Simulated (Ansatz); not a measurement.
# C₃H₈SSi: basis-set convergence

The task here is to estimate one member of a computed series from the others.

Computed with Ansatz 0.2.0, Gaussian basis. Level: one geometry, several basis sets.

Levels to be run: PBE0-D4/def2-SVP; ωB97M-V/def2-SVP; PBE0-D4/def2-QZVPP; ωB97M-V/def2-QZVPP; the functionals' def2-TZVPP values are taken from earlier runs.

## Structure used throughout

All runs share one geometry, relaxed beforehand with PBE0-D4 in a triple-zeta def2 set.

SMILES `C1CSC[SiH2]1`, 13 atoms, charge 0, spin multiplicity 1.

Atoms are counted from 1 here; the program's logs count them from 0.

Bond lengths: C1–C2 1.527 Å, C1–Si5 1.887 Å, C1–H6 1.093 Å, C1–H7 1.093 Å, C2–S3 1.813 Å, C2–H8 1.092 Å, C2–H9 1.094 Å, S3–C4 1.809 Å, C4–Si5 1.891 Å, C4–H10 1.093 Å, C4–H11 1.091 Å, Si5–H12 1.490 Å, Si5–H13 1.487 Å. Angles: C2–C1–Si5 106.2°, C2–C1–H6 109.9°, C2–C1–H7 111.4°, Si5–C1–H6 108.8°, Si5–C1–H7 112.8°, H6–C1–H7 107.7°, C1–C2–S3 110.2°, C1–C2–H8 112.7°, C1–C2–H9 111.0°, S3–C2–H8 106.2°, S3–C2–H9 109.0°, H8–C2–H9 107.5°, C2–S3–C4 96.6°, S3–C4–Si5 104.9°, S3–C4–H10 111.0°, S3–C4–H11 108.0°, Si5–C4–H10 112.6°, Si5–C4–H11 112.2° and more.

The first run:

in.yaml

```yaml
crystal:
  periodic: [false, false, false]
  atoms:
    - {symbol: C, position_ang: [-0.741198, 0.676982, 0.787922]}
    - {symbol: C, position_ang: [-0.816636, -0.841662, 0.929036]}
    - {symbol: S, position_ang: [-0.605120, -1.632866, -0.688710]}
    - {symbol: C, position_ang: [0.872970, -0.712232, -1.179613]}
    - {symbol: Si, position_ang: [0.621920, 1.022419, -0.470721]}
    - {symbol: H, position_ang: [-1.686599, 1.061169, 0.396731]}
    - {symbol: H, position_ang: [-0.559868, 1.158846, 1.752623]}
    - {symbol: H, position_ang: [-1.781290, -1.182450, 1.311941]}
    - {symbol: H, position_ang: [-0.043609, -1.210677, 1.609258]}
    - {symbol: H, position_ang: [1.777547, -1.193568, -0.799385]}
    - {symbol: H, position_ang: [0.920474, -0.708524, -2.269557]}
    - {symbol: H, position_ang: [1.870616, 1.542544, 0.154615]}
    - {symbol: H, position_ang: [0.191393, 1.985321, -1.519241]}
basis:
  gaussian: {orbitals: def2-SVP}
hamiltonian: {xc: pbe0, dispersion: d4}
output: {orbitals: {seedname: orbitals}}
```

Steps of the session up to this table: PBE0-D4 in def2-SVP; ωB97M-V in def2-SVP; PBE0-D4 in def2-QZVPP; ωB97M-V in def2-QZVPP.

One table of the session follows, with a row left open; its other results are not shown here.

It belongs to the step «Density functionals: the series». 

| functional | basis | HOMO (eV) | LUMO (eV) |
| --- | --- | --- | --- |
| PBE0-D4 | def2-SVP | -6.21 | 0.86 |
| PBE0-D4 | def2-TZVPP | -6.31 | 0.37 |
| PBE0-D4 | def2-QZVPP | -6.34 | 0.19 |
| ωB97M-V | def2-SVP | -8.41 | 2.80 |
| ωB97M-V | def2-TZVPP | ? | ? |
| ωB97M-V | def2-QZVPP | -8.55 | 1.54 |

Estimate the missing values for ωB97M-V, def2-TZVPP.

**Answer.** HOMO (eV): -8.52; LUMO (eV): 2.01. In the column «HOMO (eV)» it lies between ωB97M-V, def2-QZVPP (-8.55) and ωB97M-V, def2-SVP (-8.41).
